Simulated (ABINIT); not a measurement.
AlO2:

```xyz
6
Lattice="1.4882 -5.4028 0.0000 1.4882 5.4028 0.0000 0.0000 0.0000 3.6466" Properties=species:S:1:pos:R:3 pbc="T T T"
Al    1.4882   -1.8168    2.7350
Al    1.4882    1.8168    0.9117
O     1.4882    4.7429    2.7350
O     1.4882   -4.7429    0.9117
O     1.4882    2.2240    2.7350
O     1.4882   -2.2240    0.9117
```

The cell comes from a database or a generator and needn't be the stable form of this composition.

Base run:

- Program: ABINIT 10.8.3 (patched build)
- Functional: LDA
- Potentials or basis: JTH PAW LDA v2.0
- Cutoff: 626 eV
- k mesh: 9 × 9 × 7
- Occupations: fermi-dirac, width 0.05 eV
- Spin: no spin polarisation

Its results: band gap on the k mesh none (metal or under the smearing width); pressure -12.2 GPa; largest force 0.437 eV/Å.

The run is repeated on the same cell with these changes: functional from LDA to PBEsol; potentials or basis from JTH PAW LDA v2.0 to PseudoDojo NC SR PBEsol v0.4.1 standard; cutoff from 626 eV to 1143 eV. What comes out?

Band gap on the k mesh none (metal or under the smearing width); pressure -6.5 GPa; largest force 0.603 eV/Å.
